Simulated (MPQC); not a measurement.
# One shape, several levels: [CuF2]− (SMILES [F][Cu-][F])

Aim: a comparison of 4 runs (HF/3-21G, HF/def2-SVP, BLYP/6-31G, PBE0/def2-SVP) of [CuF2]−. 

The calculation is run with MPQC 2.3.1.

4 further runs of the same task are left out: 4 that didn't finish.

**1. Starting point**

The species is [CuF2]− (3 atoms), meant as a singlet with charge -1. SMILES: `[F][Cu-][F]`. The shape comes from GFN2-xTB, which is rough for such elements, and wasn't checked as a minimum.

Bond lengths: Cu1–F2 1.762 Å, Cu1–F3 1.762 Å. Angles: F2–Cu1–F3 180.0°.

**2. Energy and forces at HF/3-21G (run 1)**

mol.in

```
% CuF2
molecule<Molecule>: (
    symmetry = c1
    unit = angstrom
    { atoms geometry } = {
        Cu [ -0.000140 -0.000080 -0.000110 ]
        F  [ -0.017000 -0.021070 1.761660 ]
        F  [ 0.017140 0.021150 -1.761550 ]
    }
)
basis<GaussianBasisSet>: (
    name = "3-21G"
    molecule = $:molecule
    basisdir = "."
    puream = yes
)
mpqc: (
    checkpoint = no
    savestate = no
    restart = no
    do_energy = yes
    do_gradient = yes
    optimize = no
    mole<CLHF>: (
        molecule = $:molecule
        basis = $:basis
        total_charge = -1
        memory = 1000000000
        print_evals = yes
        maxiter = 120
        value_accuracy = 1e-08
        guess_wavefunction<CLHF>: (
            molecule = $:molecule
            total_charge = -1
            memory = 1000000000
            value_accuracy = 1e-3
            basis<GaussianBasisSet>: (
                name = "3-21G"
                molecule = $:molecule
            )
        )
    )
)
```

The basis set 3-21G is read from a file made from the Basis Set Exchange's data (not shown).

Run with:

```sh
mpqc mol.in > mol.out
```

The log of the run:

```text
MPQC: Massively Parallel Quantum Chemistry
[...]
  LUMO is    25   A =   0.248570
  total scf energy = -1828.6395309289
[...]
Value of the MolecularEnergy: -1828.6395309289
  Gradient of the MolecularEnergy:
      1   -0.0000186429
      2   -0.0000100374
      3   -0.0001108915
      4   -0.0004060572
      5   -0.0005086367
      6    0.0429194214
      7    0.0004247002
      8    0.0005186740
      9   -0.0428085299
  Function Parameters:
    value_accuracy    = 4.552261e-09 (1.000000e-08) (computed)
[...]
      symmetry = c1
[...]
```

It took 0.97 s on 1 thread of Intel Xeon 6975P-C (Granite Rapids), shared host; peak memory 0.081 GiB.

**3. Energy and forces at HF/def2-SVP (run 2)**

run.in

```
molecule<Molecule>: (
    symmetry = c1
    unit = bohr
    { atoms geometry } = {
        Cu [ -0.00026456    -0.00015118    -0.00020787 ]
        F  [ -0.03212534    -0.03981653     3.32905492 ]
        F  [ 0.03238991     0.03996771    -3.32884705 ]
    }
)
basis<GaussianBasisSet>: (
    name = "def2-SVP"
    molecule = $:molecule
    basisdir = "."
    puream = yes
)
mpqc: (
    checkpoint = no
    savestate = no
    restart = no
    do_energy = yes
    do_gradient = yes
    optimize = no
    mole<CLHF>: (
        molecule = $:molecule
        basis = $:basis
        total_charge = -1
        memory = 1000000000
        print_evals = yes
        maxiter = 120
        value_accuracy = 1e-08
        guess_wavefunction<CLHF>: (
            molecule = $:molecule
            total_charge = -1
            memory = 1000000000
            value_accuracy = 1e-3
            basis<GaussianBasisSet>: (
                name = "3-21G"
                molecule = $:molecule
            )
        )
    )
)
```

The basis set def2-SVP is read from a file made from the Basis Set Exchange's data (not shown).

Run with:

```sh
mpqc -o run.out run.in
```

The log of the run:

```text
MPQC: Massively Parallel Quantum Chemistry
[...]
  LUMO is    25   A =   0.241420
  total scf energy = -1837.4788269628
[...]
Value of the MolecularEnergy: -1837.4788269628
  Gradient of the MolecularEnergy:
      1   -0.0000051730
      2   -0.0000020598
      3   -0.0001441544
      4    0.0002533005
      5    0.0003110787
      6   -0.0258007552
      7   -0.0002481275
      8   -0.0003090189
      9    0.0259449096
  Function Parameters:
    value_accuracy    = 1.637119e-09 (1.000000e-08) (computed)
[...]
      symmetry = c1
[...]
```

Wall time 3.6 s (1 thread of Intel Xeon 6975P-C (Granite Rapids), shared host); peak memory 0.17 GiB.

Run 3 isn't shown in full; the table further down has it.

**4. Energy and gradient at PBE0/def2-SVP (run 4)**

job.in

```
% emacs should use -*- KeyVal -*- mode
molecule<Molecule>: (
  symmetry = c1
  unit = bohr
  { atoms geometry } = {
    Cu [ -0.00026456  -0.00015118  -0.00020787 ]
    F  [ -0.03212534  -0.03981653   3.32905492 ]
    F  [ 0.03238991   0.03996771  -3.32884705 ]
  }
)
basis<GaussianBasisSet>: (
  name = "def2-SVP"
  molecule = $:molecule
  basisdir = "."
  puream = yes
)
mpqc: (
  checkpoint = no
  savestate = no
  restart = no
  do_energy = yes
  do_gradient = yes
  optimize = no
  mole<CLKS>: (
    molecule = $:molecule
    basis = $:basis
    total_charge = -1
    memory = 1000000000
    print_evals = yes
    maxiter = 120
    value_accuracy = 1e-08
    functional<SumDenFunctional>: (
      a0 = 0.25
      coefs = [ 0.75 1 ]
      funcs: [ <PBEXFunctional>: () <PBECFunctional>: () ]
    )
    integrator<RadialAngularIntegrator>: ( grid = xfine )
    guess_wavefunction<CLHF>: (
      molecule = $:molecule
      total_charge = -1
      memory = 1000000000
      value_accuracy = 1e-3
      basis<GaussianBasisSet>: (
        name = "3-21G"
        molecule = $:molecule
      )
    )
  )
)
```

The basis set def2-SVP is read from a file made from the Basis Set Exchange's data (not shown).

Run with:

```sh
mpqc job.in > job.out
```

The log of the run:

```text
MPQC: Massively Parallel Quantum Chemistry
[...]
  WARNING: BeckeIntegrationWeight usually uses the atomic maximum
           probability radius, however this is not available for
[...]
  Integrated electron density error = -0.003984543211
  iter     1 energy = -1838.2663982918 delta = 2.74082e-01
[...]
  Integrated electron density error = -0.000002871337
  iter    18 energy = -1839.4644953700 delta = 2.45663e-07
  Integrated electron density error = -0.000002871338
  iter    19 energy = -1839.4644953699 delta = 3.42619e-08
  Integrated electron density error = -0.000002871337
  iter    20 energy = -1839.4644953700 delta = 1.77165e-08
[...]
  LUMO is    25   A =   0.183750
  total scf energy = -1839.4644953700
[...]
  Integrated electron density error = -0.000002873560
  Total Gradient:
[...]
Value of the MolecularEnergy: -1839.4644953700
  Gradient of the MolecularEnergy:
      1   -0.0000086026
      2   -0.0000041307
      3   -0.0001310878
      4    0.0001245501
      5    0.0001490410
      6   -0.0105919057
      7   -0.0001159475
      8   -0.0001449103
      9    0.0107229934
  Closed Shell Kohn-Sham (CLKS) Parameters:
    Function Parameters:
[...]
        symmetry = c1
[...]
```

It took 21 s on 1 thread of Intel Xeon 6975P-C (Granite Rapids), shared host; peak memory 0.2 GiB.

**5. The series**

```
run          level  starting guess  integration grid   energy (Eh)  HOMO energy (eV)  LUMO energy (eV)  HOMO–LUMO gap (eV)  wall time
  1       HF/3-21G           3-21G                 –  -1828.639531             -1.57              6.76                8.34     0.97 s
  2    HF/def2-SVP           3-21G                 –  -1837.478827             -3.79              6.57               10.36      3.6 s
  3     BLYP/6-31G          STO-3G             xfine  -1840.043657              2.45              4.86                2.40       17 s
  4  PBE0/def2-SVP           3-21G             xfine  -1839.464495              0.01              5.00                4.99       21 s
```

**6. Outcome**

```
                                                    quantity           value
                                         run 4: total energy  -1839.46450 Eh
                                          run 4: HOMO energy         0.01 eV
                                          run 4: LUMO energy         5.00 eV
run 4: HOMO–LUMO gap (to an unbound level, set by the basis)         4.99 eV
                             run 4: largest force on an atom      0.551 eV/Å
```

In words: The HOMO–LUMO gap runs from 2.40 eV (BLYP/6-31G) to 10.36 eV (HF/def2-SVP). The two ends differ in method and basis. The empty levels of an anion lie above zero and hang on the basis. Totals of different functionals can't be ranked against each other. In runs 3, 4 the HOMO lies above zero, so the outermost electron may be held by the basis alone. All runs together took 43 s, the longest 21 s.
